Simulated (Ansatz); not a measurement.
# Mg2C: the cost of one run

Program: Ansatz 0.2.0. Level of theory: DFT PBE, scalar-relativistic, plane waves, PAW. These are calculated values, not measurements.

## Step 1: The starting structure

The structure is tetragonal, space group I4/mmm (No. 139). The conventional cell has a = 2.902 Å, b = 2.902 Å, c = 11.650 Å, α = 90.00°, β = 90.00°, γ = 90.00°. Mg (site symmetry 4mm) has 8 Mg at 2.75 to 2.90 Å and 4 C at 2.86 Å as nearest neighbours. Around C (site symmetry 4/mmm) lie 8 Mg at 2.86 Å and 4 C at 2.90 Å.

Structure file:

```
Mg C
1.0
    -1.45103    1.45103    5.82510
     1.45103   -1.45103    5.82510
     1.45103    1.45103   -5.82510
Mg C
2 1
Direct
  0.32849 0.32849 0.00000
  0.67151 0.67151 0.00000
  0.00000 0.00000 0.00000
```

The cell is invented: species swapped into a database cell of Ti2Ag (I4/mmm, No. 139), with Mg on the Ti sites and C on the Ag sites. Lengths come from tabulated atomic sizes and are only a guess.

## Step 2: Probe: one point on a coarse mesh

input.yaml

```yaml
crystal:
  lattice:
    - [-1.45102914, 1.45102914, 5.8251049]
    - [1.45102914, -1.45102914, 5.8251049]
    - [1.45102914, 1.45102914, -5.8251049]
  atoms:
    - { symbol: Mg, position: [0.32848939, 0.32848939, 0.0] }
    - { symbol: Mg, position: [0.67151061, 0.67151061, 0.0] }
    - { symbol: C, position: [0.0, 0.0, 0.0] }
basis:
  ecutwfc: 420
kpoints:
  mp_grid: { grid: [8, 8, 8] }
hamiltonian:
  xc: pbe
scf:
  occupations: { method: gaussian, width: 0.1 }
  lower_state_search: "off"
output:
  forces: true
  stress: true
  eigenvalues: true
```

Launch:

```
> ansatz run input.yaml --threads 1 --pin off --max-ram 2560MiB --backend cpu --events-out ev --progress --plain --runs-dir out
```

What time and memory should one allow on 1 thread of Arm Neoverse V2, shared host?

About 1.6 s, with a peak of 0.31 GiB.
